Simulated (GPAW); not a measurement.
The system is RuSe.

```
Ru Se
1.0
     3.18769    0.00000    0.00000
     0.00000    3.18769    0.00000
     0.00000    0.00000    3.18769
Ru Se
1 1
Direct
  0.00000 0.00000 0.00000
  0.50000 0.50000 0.50000
```

The cell comes from a database or a generator and needn't be the stable form of this composition.

Base run:

```yaml
Program: GPAW 26.7.0
Functional: PBE
Potentials_or_basis: GPAW PAW data sets (gpaw-data 1.2.1)
Cutoff: 600 eV
Basis: pw
k_mesh: 6 × 6 × 6
Occupations: gaussian, width 0.05 eV
Spin: no spin polarisation
Hubbard_terms: Ru d U = 2 eV
```

Its results: band gap on the k mesh none (metal or under the smearing width); pressure -9.2 GPa.

Q: The run is repeated on the same cell with these changes: spin from no spin polarisation to collinear spin, ferromagnetic start; start of the occupation matrix from atoms to random. What comes out?

A: Band gap on the k mesh none (metal or under the smearing width); pressure -6.3 GPa; net moment 1.41 μB per cell; site moments Ru +1.45; Se +0.00 μB.

Caveats: U without spin polarisation on a metal has little footing (some runs); the occupation matrix was held by a function in the script for the first cycles and then freed (some runs); the end state hangs on it (some runs).
